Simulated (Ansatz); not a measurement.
**GeN2H (quartet): from Hartree-Fock to the top rungs, cc-pVDZ**

One table from this session's results is given with a row withheld; the runs are named, their logs left out.

Computed with Ansatz 0.2.0, Gaussian basis. Level: cc-pVDZ, core rule «outside noble gas», up to 16 orbitals frozen.

The runs, in order: UHF; CCSD(T) on ROHF; CCSD(T) on UHF; BCCD(T) on ROHF; CISD; CCSDT(Q) on ROHF; CCSDT(Q) on UHF.

36 further runs of the same task are left out: 5 for a known fault of the program, 14 that didn't finish, 17 set aside as unsound or not needed.

## What is computed

The geometry is a PBE0/def2-TZVP stationary point (not a proven minimum). No spin-orbit coupling is included. The filled d shell of Ge may be among the frozen orbitals whatever the setting's name suggests; the logs give the count.

4 atoms, charge 0, spin multiplicity 4.

Atoms are counted from 1 here; the program's logs count them from 0.

Bond lengths: Ge1–N2 1.956 Å, N2–N3 1.244 Å, N2–H4 1.030 Å. Angles: Ge1–N2–N3 132.1°, Ge1–N2–H4 113.3°, N3–N2–H4 114.6°.

Geometry (Å):

```
Ge    0.0000   -0.0219    0.6872
N     0.0000    0.3746   -1.2286
N     0.0000   -0.3604   -2.2318
H     0.0000    1.3833   -1.4364
```

The first run:

in.yaml reads:

```yaml
crystal:
  periodic: [false, false, false]
  atoms:
    - {symbol: Ge, position_ang: [0.000000, -0.021938, 0.687166]}
    - {symbol: N, position_ang: [0.000000, 0.374628, -1.228580]}
    - {symbol: N, position_ang: [0.000000, -0.360400, -2.231759]}
    - {symbol: H, position_ang: [0.000000, 1.383317, -1.436414]}
basis:
  gaussian: {orbitals: cc-pVDZ}
magnetization: {spin_polarized: true, initial_magnetization: 3}
hamiltonian: {xc: hf}
output: {orbitals: {seedname: orbitals}}
```

The run is started by

```bash
> ansatz run in.yaml --threads 1 --pin off --events-out ev --progress --plain --max-ram 2393MiB
```

Among the steps run: UHF; CCSD(T) on ROHF; CCSD(T) on UHF; BCCD(T) on ROHF; CISD; CCSDT(Q) on ROHF; CCSDT(Q) on UHF.

One of the session's tables, all rows but one given; the rest of the session is left out.

```
   method  from UCCSDT(Q) (kcal/mol)
     ROHF                    +255.80
      UHF                    +243.57
     RMP2                     +35.52
     UMP2                     +35.34
    RCCSD                     +11.56
    UCCSD                     +10.76
 RCCSD(T)                      +2.42
 UCCSD(T)                      +2.08
  BCCD(T)                      +1.95
   RCCSDT                      +1.24
   UCCSDT                      +1.01
RCCSDT(Q)                          ?
UCCSDT(Q)                          0
```

Q: Estimate the row for RCCSDT(Q) from the others.

As computed: from UCCSDT(Q) (kcal/mol): +0.20. In the column «from UCCSDT(Q) (kcal/mol)» it lies between UCCSDT(Q) (0) and UCCSDT (+1.01).

Not comparable, so not listed: CISD (they don't share determinant, frozen orbitals or solution with the rows shown, or repeat one).

Limits of these values: Restricted and unrestricted rows rest on different reference determinants; where their highest levels disagree by more than a few hundredths of an eV, they describe different states and don't form one ladder.
